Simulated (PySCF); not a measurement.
# Ca, Ca⁺: ionisation energies in even-tempered 22s16p6d6f, part 1 of 2

Aim: the ionisation energy of calcium from differences of total energies, at each level of theory, and how far each lands from the tabulated value where there is one.

The numbers are computed with PySCF 2.14.0 (unrestricted determinants in a Gaussian basis, no spin-orbit coupling in the energies), except any that are marked as measured or tabulated.

### Step 1. Starting point

- Element: calcium (Z = 20)
- Basis: an even-tempered Gaussian basis (22 s from 0.0056 bohr⁻², ratio 2.5; 16 p from 0.0073 bohr⁻², ratio 2.5; 6 d from 0.11 bohr⁻², ratio 2.7; 6 f from 0.16 bohr⁻², ratio 2.7)
- Hamiltonian: the non-relativistic Hamiltonian (point nucleus)
- State 1: Ca: [Ar] 4s2, closed-shell 1S
- State 2: Ca⁺: [Ar] 4s1, 2S determinant
- Needed too, but not shown: Ca²⁺ [Ar] (1S)
- Methods: UHF, LDA, PBE, PBE0, r2SCAN, M06-L, PBEsol, MP2
- Core shells frozen in the correlated runs: outer shells: [Ne] (for Ca)

Outer shells as boxes (Hund's rule):

Ca [Ar] 4s2
```
[Ar] core
4s [↑↓]
```

Ca+ [Ar] 4s1
```
[Ar] core
4s [↑ ]
```

The runs were made by one driver on top of PySCF. The scripts below sum up each run's settings (the driver also hands on starting orbitals that pick excited configurations, and frozen orbitals as a list rather than a count), and the logs come from the driver's own runs. The driver starts from symmetry-adapted Hartree-Fock orbitals, holds the occupation by maximum overlap and uses a logarithmic radial grid for functionals, so a plain start would take other cycles.

The integrals over 142 functions and the set-up took 0.52 s of CPU time.

### Step 2. Ca, method by method

#### UHF

File input.py:

```python
from pyscf import gto, scf, dft, mp, cc
mol = gto.M(atom="Ca 0 0 0", charge=0, spin=0, symmetry="D2h",
            basis=gto.etbs([(0, 22, 0.0056, 2.5), (1, 16, 0.0073, 2.5), (2, 6, 0.11, 2.7), (3, 6, 0.16, 2.7)]))
mf = scf.UHF(mol)
mf.irrep_nelec = {'Ag': (4, 4), 'B1u': (2, 2), 'B2u': (2, 2), 'B3u': (2, 2)}
mf.kernel()
```

The log of the run:

```text
damping factor = 0
level_shift factor = 0
DIIS = <class 'pyscf.scf.diis.CDIIS'>
diis_start_cycle = 1
diis_space = 10
diis_damp = 0
SCF conv_tol = 1e-09
SCF conv_tol_grad = None
number electrons alpha = 10  beta = 10
cycle= 1 E= -676.754535287117  delta_E= -1.37e-10  |g|= 2.05e-06  |ddm|= 0.000113
converged SCF energy = -676.754535287117  <S^2> = -1.0658141e-14  2S+1 = 1
```

CPU time 7.4 s on a shared host, the integrals not counted.

The occupied shells:

```
shell  electrons  mean orbital energy (eV)  spread (eV)  rms radius (bohr)
   1s          2                   -4064.4            0             0.0896
   2s          2                   -457.78            0              0.395
   2p          6                   -370.88            0              0.363
   3s          2                   -61.101            0               1.24
   3p          6                   -36.485            0               1.38
   4s          2                    -5.321            0               4.52
```

⟨S²⟩ = 0.000, ⟨L²⟩ = 0.00.

Spin-orbit constants on these orbitals (cm⁻¹; bare nucleus, screened nucleus, mean field): 2p 20980, 18880, 17910; 3p 2030, 1827, 1717.

#### LDA

input.py, as changed from the run before:

```diff
@@ -3,3 +3,3 @@
             basis=gto.etbs([(0, 22, 0.0056, 2.5), (1, 16, 0.0073, 2.5), (2, 6, 0.11, 2.7), (3, 6, 0.16, 2.7)]))
-mf = scf.UHF(mol)
+mf = dft.UKS(mol, xc="LDA,VWN")
 mf.irrep_nelec = {'Ag': (4, 4), 'B1u': (2, 2), 'B2u': (2, 2), 'B3u': (2, 2)}
```

The log of the run:

```text
damping factor = 0
level_shift factor = 0
DIIS = <class 'pyscf.scf.diis.CDIIS'>
diis_start_cycle = 1
diis_space = 10
diis_damp = 0
SCF conv_tol = 1e-09
SCF conv_tol_grad = None
number electrons alpha = 10  beta = 10
XC functionals = LDA,VWN
    P. A. M. Dirac.,  Math. Proc. Cambridge Philos. Soc. 26, 376 (1930)
    F. Bloch.,  Z. Phys. 57, 545 (1929)
    S. H. Vosko, L. Wilk, and M. Nusair.,  Can. J. Phys. 58, 1200 (1980)
cycle= 1 E= -675.739051489457  delta_E= -0.0222  |g|= 0.0454  |ddm|= 0.337
cycle= 2 E= -675.739239019259  delta_E= -0.000188  |g|= 0.0132  |ddm|= 0.0889
cycle= 3 E= -675.73929656779  delta_E= -5.75e-05  |g|= 0.00768  |ddm|= 0.0318
cycle= 4 E= -675.739308193473  delta_E= -1.16e-05  |g|= 0.000146  |ddm|= 0.00679
cycle= 5 E= -675.739308199377  delta_E= -5.9e-09  |g|= 1.02e-06  |ddm|= 0.000257
cycle= 6 E= -675.73930819938  delta_E= -3.07e-12  |g|= 2.23e-07  |ddm|= 6.34e-06
converged SCF energy = -675.73930819938  <S^2> = -1.0658141e-14  2S+1 = 1
```

CPU time 0.69 s on a shared host, the integrals not counted.

#### PBE

File input.py:

```python
from pyscf import gto, scf, dft, mp, cc
mol = gto.M(atom="Ca 0 0 0", charge=0, spin=0, symmetry="D2h",
            basis=gto.etbs([(0, 22, 0.0056, 2.5), (1, 16, 0.0073, 2.5), (2, 6, 0.11, 2.7), (3, 6, 0.16, 2.7)]))
mf = dft.UKS(mol, xc="PBE")
mf.irrep_nelec = {'Ag': (4, 4), 'B1u': (2, 2), 'B2u': (2, 2), 'B3u': (2, 2)}
mf.kernel()
```

The log of the run:

```text
damping factor = 0
level_shift factor = 0
DIIS = <class 'pyscf.scf.diis.CDIIS'>
diis_start_cycle = 1
diis_space = 10
diis_damp = 0
SCF conv_tol = 1e-09
SCF conv_tol_grad = None
number electrons alpha = 10  beta = 10
XC functionals = PBE
    J. P. Perdew, K. Burke, and M. Ernzerhof.,  Phys. Rev. Lett. 77, 3865 (1996)
    J. P. Perdew, K. Burke, and M. Ernzerhof.,  Phys. Rev. Lett. 78, 1396 (1997)
    J. P. Perdew, K. Burke, and M. Ernzerhof.,  Phys. Rev. Lett. 77, 3865 (1996)
    J. P. Perdew, K. Burke, and M. Ernzerhof.,  Phys. Rev. Lett. 78, 1396 (1997)
cycle= 1 E= -677.345674542698  delta_E= -0.0116  |g|= 0.0235  |ddm|= 0.302
cycle= 2 E= -677.345820062395  delta_E= -0.000146  |g|= 0.0175  |ddm|= 0.0705
cycle= 3 E= -677.345908204913  delta_E= -8.81e-05  |g|= 0.0019  |ddm|= 0.0203
cycle= 4 E= -677.345908456932  delta_E= -2.52e-07  |g|= 6.71e-05  |ddm|= 0.00208
cycle= 5 E= -677.345908458263  delta_E= -1.33e-09  |g|= 3.82e-06  |ddm|= 0.000221
cycle= 6 E= -677.345908458275  delta_E= -1.11e-11  |g|= 1.9e-07  |ddm|= 2.34e-05
converged SCF energy = -677.345908458275  <S^2> = -1.0658141e-14  2S+1 = 1
```

CPU time 0.89 s on a shared host, the integrals not counted.

#### PBE0

input.py, as changed from the run before:

```diff
@@ -3,3 +3,3 @@
             basis=gto.etbs([(0, 22, 0.0056, 2.5), (1, 16, 0.0073, 2.5), (2, 6, 0.11, 2.7), (3, 6, 0.16, 2.7)]))
-mf = dft.UKS(mol, xc="PBE")
+mf = dft.UKS(mol, xc="PBE0")
 mf.irrep_nelec = {'Ag': (4, 4), 'B1u': (2, 2), 'B2u': (2, 2), 'B3u': (2, 2)}
```

The log of the run:

```text
damping factor = 0
level_shift factor = 0
DIIS = <class 'pyscf.scf.diis.CDIIS'>
diis_start_cycle = 1
diis_space = 10
diis_damp = 0
SCF conv_tol = 1e-09
SCF conv_tol_grad = None
number electrons alpha = 10  beta = 10
XC functionals = PBE0
    C. Adamo and V. Barone.,  J. Chem. Phys. 110, 6158 (1999)
    M. Ernzerhof and G. E. Scuseria.,  J. Chem. Phys. 110, 5029 (1999)
cycle= 1 E= -677.389247735014  delta_E= -0.00651  |g|= 0.0175  |ddm|= 0.228
cycle= 2 E= -677.389324296472  delta_E= -7.66e-05  |g|= 0.0094  |ddm|= 0.0392
cycle= 3 E= -677.389343333214  delta_E= -1.9e-05  |g|= 0.0011  |ddm|= 0.00848
cycle= 4 E= -677.389343417568  delta_E= -8.44e-08  |g|= 7.96e-05  |ddm|= 0.00205
cycle= 5 E= -677.38934342159  delta_E= -4.02e-09  |g|= 5.43e-06  |ddm|= 0.000627
cycle= 6 E= -677.389343421632  delta_E= -4.2e-11  |g|= 1.93e-07  |ddm|= 0.000106
converged SCF energy = -677.389343421632  <S^2> = -1.0658141e-14  2S+1 = 1
```

It used 2.5 s of CPU time after the integrals (shared host).

#### r2SCAN

File input.py:

```python
from pyscf import gto, scf, dft, mp, cc
mol = gto.M(atom="Ca 0 0 0", charge=0, spin=0, symmetry="D2h",
            basis=gto.etbs([(0, 22, 0.0056, 2.5), (1, 16, 0.0073, 2.5), (2, 6, 0.11, 2.7), (3, 6, 0.16, 2.7)]))
mf = dft.UKS(mol, xc="R2SCAN")
mf.irrep_nelec = {'Ag': (4, 4), 'B1u': (2, 2), 'B2u': (2, 2), 'B3u': (2, 2)}
mf.kernel()
```

The log of the run:

```text
damping factor = 0
level_shift factor = 0
DIIS = <class 'pyscf.scf.diis.CDIIS'>
diis_start_cycle = 1
diis_space = 10
diis_damp = 0
SCF conv_tol = 1e-09
SCF conv_tol_grad = None
number electrons alpha = 10  beta = 10
XC functionals = R2SCAN
    J. W. Furness, A. D. Kaplan, J. Ning, J. P. Perdew, and J. Sun.,  J. Phys. Chem. Lett. 11, 8208-8215 (2020)
    J. W. Furness, A. D. Kaplan, J. Ning, J. P. Perdew, and J. Sun.,  J. Phys. Chem. Lett. 11, 9248-9248 (2020)
    J. W. Furness, A. D. Kaplan, J. Ning, J. P. Perdew, and J. Sun.,  J. Phys. Chem. Lett. 11, 8208-8215 (2020)
    J. W. Furness, A. D. Kaplan, J. Ning, J. P. Perdew, and J. Sun.,  J. Phys. Chem. Lett. 11, 9248-9248 (2020)
cycle= 1 E= -677.520222361596  delta_E= -0.00643  |g|= 0.0145  |ddm|= 0.303
cycle= 2 E= -677.520268143407  delta_E= -4.58e-05  |g|= 0.00869  |ddm|= 0.0427
cycle= 3 E= -677.520284760213  delta_E= -1.66e-05  |g|= 0.00077  |ddm|= 0.00794
cycle= 4 E= -677.520284897488  delta_E= -1.37e-07  |g|= 0.000146  |ddm|= 0.00402
cycle= 5 E= -677.520284914164  delta_E= -1.67e-08  |g|= 1.61e-05  |ddm|= 0.00142
cycle= 6 E= -677.520284915431  delta_E= -1.27e-09  |g|= 1.4e-06  |ddm|= 0.000649
cycle= 7 E= -677.520284915437  delta_E= -5.23e-12  |g|= 1.15e-07  |ddm|= 4.99e-05
converged SCF energy = -677.520284915437  <S^2> = -7.1054274e-15  2S+1 = 1
```

CPU time 2 s on a shared host, the integrals not counted.

#### M06-L

File input.py:

```python
from pyscf import gto, scf, dft, mp, cc
mol = gto.M(atom="Ca 0 0 0", charge=0, spin=0, symmetry="D2h",
            basis=gto.etbs([(0, 22, 0.0056, 2.5), (1, 16, 0.0073, 2.5), (2, 6, 0.11, 2.7), (3, 6, 0.16, 2.7)]))
mf = dft.UKS(mol, xc="M06L")
mf.irrep_nelec = {'Ag': (4, 4), 'B1u': (2, 2), 'B2u': (2, 2), 'B3u': (2, 2)}
mf.kernel()
```

The log of the run:

```text
damping factor = 0
level_shift factor = 0
DIIS = <class 'pyscf.scf.diis.CDIIS'>
diis_start_cycle = 1
diis_space = 10
diis_damp = 0
SCF conv_tol = 1e-09
SCF conv_tol_grad = None
number electrons alpha = 10  beta = 10
XC functionals = M06L
    Y. Zhao and D. G. Truhlar.,  J. Chem. Phys. 125, 194101 (2006)
    Y. Zhao and D. G. Truhlar.,  J. Chem. Phys. 125, 194101 (2006)
    Y. Zhao and D. G. Truhlar.,  Theor. Chem. Acc. 120, 215 (2008)
cycle= 1 E= -677.546362985733  delta_E= -0.0094  |g|= 0.188  |ddm|= 0.736
cycle= 2 E= -677.546477184314  delta_E= -0.000114  |g|= 0.0127  |ddm|= 0.104
cycle= 3 E= -677.546496675294  delta_E= -1.95e-05  |g|= 0.00677  |ddm|= 0.0426
cycle= 4 E= -677.546508657896  delta_E= -1.2e-05  |g|= 0.000635  |ddm|= 0.0153
cycle= 5 E= -677.546508691486  delta_E= -3.36e-08  |g|= 7.45e-05  |ddm|= 0.001
cycle= 6 E= -677.546508694733  delta_E= -3.25e-09  |g|= 2.46e-06  |ddm|= 0.000589
cycle= 7 E= -677.546508694737  delta_E= -4.55e-12  |g|= 3.45e-07  |ddm|= 3.63e-05
converged SCF energy = -677.546508694737  <S^2> = -1.0658141e-14  2S+1 = 1
```

It used 2.1 s of CPU time after the integrals (shared host).

#### PBEsol

File input.py:

```python
from pyscf import gto, scf, dft, mp, cc
mol = gto.M(atom="Ca 0 0 0", charge=0, spin=0, symmetry="D2h",
            basis=gto.etbs([(0, 22, 0.0056, 2.5), (1, 16, 0.0073, 2.5), (2, 6, 0.11, 2.7), (3, 6, 0.16, 2.7)]))
mf = dft.UKS(mol, xc="PBEsol")
mf.irrep_nelec = {'Ag': (4, 4), 'B1u': (2, 2), 'B2u': (2, 2), 'B3u': (2, 2)}
mf.kernel()
```

The log of the run:

```text
damping factor = 0
level_shift factor = 0
DIIS = <class 'pyscf.scf.diis.CDIIS'>
diis_start_cycle = 1
diis_space = 10
diis_damp = 0
SCF conv_tol = 1e-09
SCF conv_tol_grad = None
number electrons alpha = 10  beta = 10
XC functionals = PBEsol
    J. P. Perdew, A. Ruzsinszky, G. I. Csonka, O. A. Vydrov, G. E. Scuseria, L. A. Constantin, X. Zhou, and K. Burke.,  Phys. Rev. Lett. 100, 136406 (2008)
    J. P. Perdew, A. Ruzsinszky, G. I. Csonka, O. A. Vydrov, G. E. Scuseria, L. A. Constantin, X. Zhou, and K. Burke.,  Phys. Rev. Lett. 100, 136406 (2008)
cycle= 1 E= -676.497872451671  delta_E= -0.0137  |g|= 0.0307  |ddm|= 0.299
cycle= 2 E= -676.497986661714  delta_E= -0.000114  |g|= 0.0111  |ddm|= 0.0588
cycle= 3 E= -676.498026853  delta_E= -4.02e-05  |g|= 0.00545  |ddm|= 0.0206
cycle= 4 E= -676.498031765458  delta_E= -4.91e-06  |g|= 4.62e-05  |ddm|= 0.00384
cycle= 5 E= -676.498031765928  delta_E= -4.7e-10  |g|= 2.22e-06  |ddm|= 0.000289
converged SCF energy = -676.498031765928  <S^2> = -1.0658141e-14  2S+1 = 1
```

CPU time 0.81 s on a shared host, the integrals not counted.

#### MP2 (outer shells)

File input.py:

```python
from pyscf import gto, scf, dft, mp, cc
mol = gto.M(atom="Ca 0 0 0", charge=0, spin=0, symmetry="D2h",
            basis=gto.etbs([(0, 22, 0.0056, 2.5), (1, 16, 0.0073, 2.5), (2, 6, 0.11, 2.7), (3, 6, 0.16, 2.7)]))
mf = scf.UHF(mol)
mf.irrep_nelec = {'Ag': (4, 4), 'B1u': (2, 2), 'B2u': (2, 2), 'B3u': (2, 2)}
mf.kernel()
mp.UMP2(mf, frozen=5).kernel()
```

This step left no log, only its results.

CPU time 1.3 s on a shared host, the integrals not counted.

With 10 electrons correlated, the MP2 correlation energy is -0.28523 hartree (-0.07163 same spin, -0.21360 opposite spin); the SCS form gives -0.28020. Largest pairs of shells: 3p-3p -0.1769, 3s-3p -0.0481, 3p-4s -0.0284, 4s-4s -0.0203, 3s-3s -0.0096.

Radial density 4πr²ρ of Ca at UHF:

| r (bohr) | density |
| --- | --- |
| 0.00114 | 0.0824 |
| 0.00191 | 0.226 |
| 0.00321 | 0.607 |
| 0.00540 | 1.57 |
| 0.00909 | 3.84 |
| 0.0153 | 8.49 |
| 0.0257 | 15.9 |
| 0.0433 | 22.7 |
| 0.0728 | 21.7 |
| 0.122 | 17.0 |
| 0.206 | 22.8 |
| 0.346 | 20.2 |
| 0.582 | 6.51 |
| 0.980 | 7.76 |
| 1.65 | 3.54 |
| 2.77 | 0.693 |
| 4.66 | 0.426 |
| 7.84 | 0.0514 |
| 13.2 | 0.000352 |

(Continued in part 2 of 2.)
